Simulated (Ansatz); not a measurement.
# Ti: the cost of one run

Program: Ansatz 0.2.0. Level of theory: DFT PBE+D3(BJ), scalar-relativistic, plane waves, PAW. These are calculated values, not measurements.

2 further runs of the same task are left out: 2 set aside as unsound or not needed.

## (1) The structure to begin with

It takes space group P6_3/mmc (No. 194, hexagonal). Conventional cell: a = 2.886 Å, b = 2.886 Å, c = 4.574 Å, α = 90.00°, β = 90.00°, γ = 120.00°. Around Ti (site symmetry -6m2) lie 12 Ti at 2.83 to 2.89 Å.

Coordinates:

```
CELL_PARAMETERS angstrom
2.88646 0.00000 0.00000
-1.44323 2.49975 0.00000
0.00000 0.00000 4.57408
ATOMIC_POSITIONS crystal
Ti 0.33333 0.66667 0.25000
Ti 0.66667 0.33333 0.75000
```

This cell was relaxed beforehand with the same method: volume 16.50 Å³/atom, gap on the mesh none (metal).

## (2) Cutting the slab

Planes are indexed in the bulk's conventional cell (P6_3/mmc (No. 194)), a = 2.886 Å, b = 2.886 Å, c = 4.574 Å, α = 90.00°, β = 90.00°, γ = 120.00°.

A (110) slab, 5.8 Å thick as cut, with 17 Å of vacuum, in a 2×1 surface cell; its outer planes are Ti (top) and Ti (bottom).

The slab as cut. Its planes from the bottom up:

```csv
plane,atoms per cell,height over the lowest (Å)
1,Ti4,0.00
2,Ti4,1.44
3,Ti4,2.89
4,Ti4,4.33
5,Ti4,5.77
```

## (3) The clean surface, relaxed

Input file input.yaml:

```yaml
crystal:
  lattice:
    - [9.1481646307, 0.0, 0.0]
    - [0.0, 4.9995039918, 0.0]
    - [0.0, 0.0, 22.772929951]
  atoms:
    - { symbol: Ti, position: [0.375, 0.1666666667, 0.3732501711] }
    - { symbol: Ti, position: [0.875, 0.1666666667, 0.3732501711] }
    - { symbol: Ti, position: [0.125, 0.8333333333, 0.3732501711] }
    - { symbol: Ti, position: [0.625, 0.8333333333, 0.3732501711] }
    - { symbol: Ti, position: [0.375, 0.6666666667, 0.4366250855] }
    - { symbol: Ti, position: [0.875, 0.6666666667, 0.4366250855] }
    - { symbol: Ti, position: [0.125, 0.3333333333, 0.4366250855] }
    - { symbol: Ti, position: [0.625, 0.3333333333, 0.4366250855] }
    - { symbol: Ti, position: [0.375, 0.1666666667, 0.5] }
    - { symbol: Ti, position: [0.875, 0.1666666667, 0.5] }
    - { symbol: Ti, position: [0.125, 0.8333333333, 0.5] }
    - { symbol: Ti, position: [0.625, 0.8333333333, 0.5] }
    - { symbol: Ti, position: [0.375, 0.6666666667, 0.5633749145] }
    - { symbol: Ti, position: [0.875, 0.6666666667, 0.5633749145] }
    - { symbol: Ti, position: [0.125, 0.3333333333, 0.5633749145] }
    - { symbol: Ti, position: [0.625, 0.3333333333, 0.5633749145] }
    - { symbol: Ti, position: [0.375, 0.1666666667, 0.6267498289] }
    - { symbol: Ti, position: [0.875, 0.1666666667, 0.6267498289] }
    - { symbol: Ti, position: [0.125, 0.8333333333, 0.6267498289] }
    - { symbol: Ti, position: [0.625, 0.8333333333, 0.6267498289] }
basis:
  ecutwfc: 420
kpoints:
  mp_grid: { grid: [3, 6, 1] }
hamiltonian:
  xc: pbe
  dispersion: d3bj
scf:
  occupations: { method: gaussian, width: 0.1 }
output:
  forces: true
  eigenvalues: true
relax:
  adjacent_minimum: "off"
  f_tol: 0.03
  max_steps: 70
  constraints: [{ sites: [0, 1, 2, 3, 4, 5, 6, 7] }]
efield:
  axis: 3
  dipole_correction: true
  ramp_width: 0.04
```

Run with:

```console
ansatz run input.yaml --threads 4 --pin off --max-ram 10240MiB --backend cpu --events-out ev --progress --plain --runs-dir out
```

**Question.** How long does this run take on 4 threads of AMD EPYC 9R45 (Zen 5), shared host, and how much memory does it need?

About 59 s, with a peak of 3.2 GiB.
